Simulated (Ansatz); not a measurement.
# CHGaP (sextet): the correlation ladder, cc-pVDZ

The task here is to estimate one member of a computed series from the others.

Method: cc-pVDZ, core rule «outside noble gas», up to 20 orbitals frozen; program: Ansatz 0.2.0, Gaussian basis.

Plan: UHF; CCSD(T) on ROHF; CCSD(T) on UHF; BCCD(T) on ROHF; CISD; CCSDT(Q) on ROHF; CCSDT(Q) on UHF; CASSCF and NEVPT2, 13 electrons in 11 orbitals.

31 further runs of the same task are left out: 2 for a known fault of the program, 16 that didn't finish, 13 set aside as unsound or not needed.

**The system**

The geometry is a PBE0/def2-TZVP stationary point (not a proven minimum) of the parent state, kept for this charge and spin. No spin-orbit coupling is included. The filled d shell of Ga may be among the frozen orbitals whatever the setting's name suggests; the logs give the count.

4 atoms, charge 0, spin multiplicity 6.

Atoms are counted from 1 here; the program's logs count them from 0.

Bond lengths: Ga1–C2 2.008 Å, C2–P3 1.845 Å, P3–H4 1.429 Å. Angles: Ga1–C2–P3 169.9°, C2–P3–H4 96.3°.

Geometry (Å):

```xyz
4
charge 0, multiplicity 6
Ga    0.00000   -0.32190    2.50078
C     0.00000   -0.20852    0.49628
P     0.00000   -0.43021   -1.33512
H     0.00000    0.96063   -1.66194
```

The first run:

in.yaml reads:

```yaml
crystal:
  periodic: [false, false, false]
  atoms:
    - {symbol: Ga, position_ang: [0.000000, -0.321897, 2.500783]}
    - {symbol: C, position_ang: [0.000001, -0.208523, 0.496276]}
    - {symbol: P, position_ang: [0.000000, -0.430206, -1.335116]}
    - {symbol: H, position_ang: [-0.000001, 0.960626, -1.661943]}
basis:
  gaussian: {orbitals: cc-pVDZ}
magnetization: {spin_polarized: true, initial_magnetization: 5}
hamiltonian: {xc: hf}
output: {orbitals: {seedname: orbitals}}
```

Launch:

```sh
$ ansatz run in.yaml --threads 1 --pin off --events-out ev --progress --plain --max-ram 2393MiB
```

Among the steps run: UHF; CCSD(T) on ROHF; CCSD(T) on UHF; BCCD(T) on ROHF; CISD; CCSDT(Q) on ROHF; CCSDT(Q) on UHF; CASSCF and NEVPT2, 13 electrons in 11 orbitals.

One table of the session follows, with a row left open; its other results are not shown here.

| method | from UCCSDT(Q) (kcal/mol) |
| --- | --- |
| ROHF | +165.57 |
| UHF | ? |
| RMP2 | +32.18 |
| UMP2 | +33.27 |
| RCCSD | +7.18 |
| UCCSD | +6.54 |
| RCCSD(T) | +1.81 |
| UCCSD(T) | +1.48 |
| BCCD(T) | +1.84 |
| RCCSDT | +0.81 |
| UCCSDT | +0.39 |
| RCCSDT(Q) | +0.43 |
| UCCSDT(Q) | 0 |

Q: Estimate the row for UHF from the others.

The run gave: from UCCSDT(Q) (kcal/mol): +156.16. In the column «from UCCSDT(Q) (kcal/mol)» it lies between UMP2 (+33.27) and ROHF (+165.57).

Not comparable, so not listed: CISD (they don't share determinant, frozen orbitals or solution with the rows shown, or repeat one).

Limits of these values: Left out of the table: CASSCF frontier, NEVPT2 frontier (the active space lost an orbital or holds another state than full CI finds). Restricted and unrestricted rows rest on different reference determinants; where their highest levels disagree by more than a few hundredths of an eV, they describe different states and don't form one ladder. Warnings in the runs' records: passed over end.
